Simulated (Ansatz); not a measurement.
# AlAg3SnSe5: the cost of one run

All numbers below are computed with Ansatz 0.2.0 (DFT PBE, scalar-relativistic, plane waves, PAW).

## (1) The starting structure

The cell holds 20 atoms (Ag6Al2Se10Sn2): a = 7.326 Å, b = 7.326 Å, c = 11.190 Å, α = 83.74°, β = 70.89°, γ = 70.53°.

The sites of an ideal zinc blende lattice, at a guessed lattice constant, take 2 Sn, 2 Al, 6 Ag; 10 Se (sublattices apart by semicolons), with a shake of 0.02 Å. Warren-Cowley parameters of the first shell (negative: unlike neighbours preferred): Ag-Al -0.04, Ag-Sn -0.04, Al-Sn -0.04. In a cell this small the draw can fall short of the order aimed at.

The coordinates stand in the first input below.

## (2) Relaxing on a coarse mesh

Cell and atoms move without symmetry, on a coarse mesh with loose thresholds.

input.yaml reads:

```yaml
crystal:
  lattice:
    - [2.99067439, 2.99067439, 5.98134878]
    - [-2.99067439, -2.99067439, 5.98134878]
    - [8.97202317, -5.98134878, 2.99067439]
  atoms:
    - { symbol: Al, position: [0.5042523287, 0.4985642396, 0.9985136145] }
    - { symbol: Al, position: [0.9013329837, 0.4973094132, 0.199454436] }
    - { symbol: Se, position: [0.5727995298, 0.8755961126, 0.6007502422] }
    - { symbol: Se, position: [0.4707060205, 0.3781350459, 0.7991904671] }
    - { symbol: Se, position: [0.9729838694, 0.8784696672, 0.7993817546] }
    - { symbol: Se, position: [0.3735392038, 0.8731337302, 0.0008802792] }
    - { symbol: Se, position: [0.7773340988, 0.8738495425, 0.1991772631] }
    - { symbol: Se, position: [0.6794402199, 0.3740314174, 0.3993946083] }
    - { symbol: Se, position: [0.1750013045, 0.8741030135, 0.4021233387] }
    - { symbol: Se, position: [0.0788399016, 0.3737575716, 0.6004803657] }
    - { symbol: Se, position: [0.8719303661, 0.3764096704, 0.9983935088] }
    - { symbol: Se, position: [0.2738908534, 0.3775179067, 0.2017555582] }
    - { symbol: Ag, position: [0.1973873296, 0.9991646659, 0.5999260759] }
    - { symbol: Ag, position: [0.9977756568, 0.0021064989, 0.9986504589] }
    - { symbol: Ag, position: [0.4052503376, 0.9986808404, 0.1977774526] }
    - { symbol: Ag, position: [0.2967503686, 0.5010894517, 0.3972906607] }
    - { symbol: Ag, position: [0.79712254, 0.9936899349, 0.3986064333] }
    - { symbol: Ag, position: [0.6996567904, 0.4974503372, 0.6011172679] }
    - { symbol: Sn, position: [0.096574792, 0.5053266719, 0.8019334088] }
    - { symbol: Sn, position: [0.6030600316, 0.9971770377, 0.7985525484] }
  symmetry: { detect: false }
basis:
  ecutwfc: 420
kpoints:
  mp_grid: { grid: [2, 2, 2], shift: [0.5, 0.5, 0.5] }
hamiltonian:
  xc: pbe
scf:
  occupations: { method: gaussian, width: 0.1 }
  lower_state_search: "off"
output:
  forces: true
  stress: true
  eigenvalues: true
relax:
  adjacent_minimum: "off"
  f_tol: 0.04
  max_steps: 50
  cell: { stress_tol: 0.3 }
```

The run is started by

```
$ ansatz run input.yaml --threads 4 --pin off --max-ram 9216MiB --backend cpu --events-out ev --progress --plain --runs-dir out
```

Q: Estimate wall time and peak memory on 4 threads of AMD EPYC 9R45 (Zen 5), shared host.

About 63 s, with a peak of 2.2 GiB.
